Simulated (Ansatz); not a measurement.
# CH8AlBSi: small, medium and large basis sets

Aim: see how fast density functionals converge with the basis set for CH8AlBSi.

Method: one geometry, several basis sets; program: Ansatz 0.2.0, Gaussian basis.

Plan: PBE0-D4/def2-SVP; ωB97M-V/def2-SVP; PBE0-D4/def2-QZVPP; ωB97M-V/def2-QZVPP; the functionals' def2-TZVPP values are taken from earlier runs.

1 further run of the same task is left out (it didn't finish).

## 1. The relaxed structure

The geometry comes from an earlier relaxation with PBE0-D4 in a triple-zeta def2 set; it is a stationary point, not always the lowest conformer.

SMILES `[AlH2][CH2]B[SiH3]`, 12 atoms, charge 0, spin multiplicity 1.

Atoms are counted from 1 here; the program's logs count them from 0.

Bond lengths: Al1–C2 1.996 Å, Al1–H5 1.582 Å, Al1–H6 1.582 Å, C2–B3 1.503 Å, C2–H7 1.099 Å, C2–H8 1.092 Å, B3–Si4 2.018 Å, B3–H9 1.203 Å, Si4–H10 1.494 Å, Si4–H11 1.492 Å, Si4–H12 1.492 Å. Angles: C2–Al1–H5 119.1°, C2–Al1–H6 118.5°, H5–Al1–H6 122.1°, Al1–C2–B3 99.5°, Al1–C2–H7 97.0°, Al1–C2–H8 105.0°, B3–C2–H7 117.4°, B3–C2–H8 119.8°, H7–C2–H8 113.0°, C2–B3–Si4 123.2°, C2–B3–H9 119.0°, Si4–B3–H9 117.4°, B3–Si4–H10 110.6°, B3–Si4–H11 110.4°, B3–Si4–H12 113.6°, H10–Si4–H11 106.8°, H10–Si4–H12 107.4°, H11–Si4–H12 107.9°.

## 2. PBE0-D4 in def2-SVP

Contents of in.yaml:

```yaml
crystal:
  periodic: [false, false, false]
  atoms:
    - {symbol: Al, position_ang: [-1.472634, 1.062446, 0.764564]}
    - {symbol: C, position_ang: [-1.183456, -0.685828, -0.154756]}
    - {symbol: B, position_ang: [0.238774, -0.950487, 0.254599]}
    - {symbol: Si, position_ang: [1.827426, -0.090748, -0.645211]}
    - {symbol: H, position_ang: [-0.725535, 2.348585, 0.226275]}
    - {symbol: H, position_ang: [-2.536243, 1.134385, 1.933970]}
    - {symbol: H, position_ang: [-1.356192, -0.328096, -1.179519]}
    - {symbol: H, position_ang: [-1.982812, -1.333032, 0.211647]}
    - {symbol: H, position_ang: [0.449621, -1.616991, 1.233803]}
    - {symbol: H, position_ang: [2.518437, 0.845137, 0.292360]}
    - {symbol: H, position_ang: [2.827614, -1.126632, -1.035734]}
    - {symbol: H, position_ang: [1.472099, 0.686162, -1.868197]}
basis:
  gaussian: {orbitals: def2-SVP}
hamiltonian: {xc: pbe0, dispersion: d4}
output: {orbitals: {seedname: orbitals}}
```

On the command line:

```
$ ansatz run in.yaml --threads 2 --pin off --events-out ev --progress --plain --max-ram 4352MiB
```

Further steps of the session: ωB97M-V in def2-SVP; PBE0-D4 in def2-QZVPP; ωB97M-V in def2-QZVPP.

Before running them: what should the planned runs give, taken together? Wanted: PBE0-D4: double and triple zeta above quadruple; ωB97M-V: double and triple zeta above quadruple.

The runs gave:

| quantity | value |
| --- | --- |
| PBE0-D4: double and triple zeta above quadruple | 7.59, 0.59 eV |
| ωB97M-V: double and triple zeta above quadruple | 7.75, 0.56 eV |

In words: For PBE0-D4 the step from double to triple zeta gains 7.00 eV and the next only 0.59 eV. Total energies overstate the basis error of differences, where much of it tends to cancel.
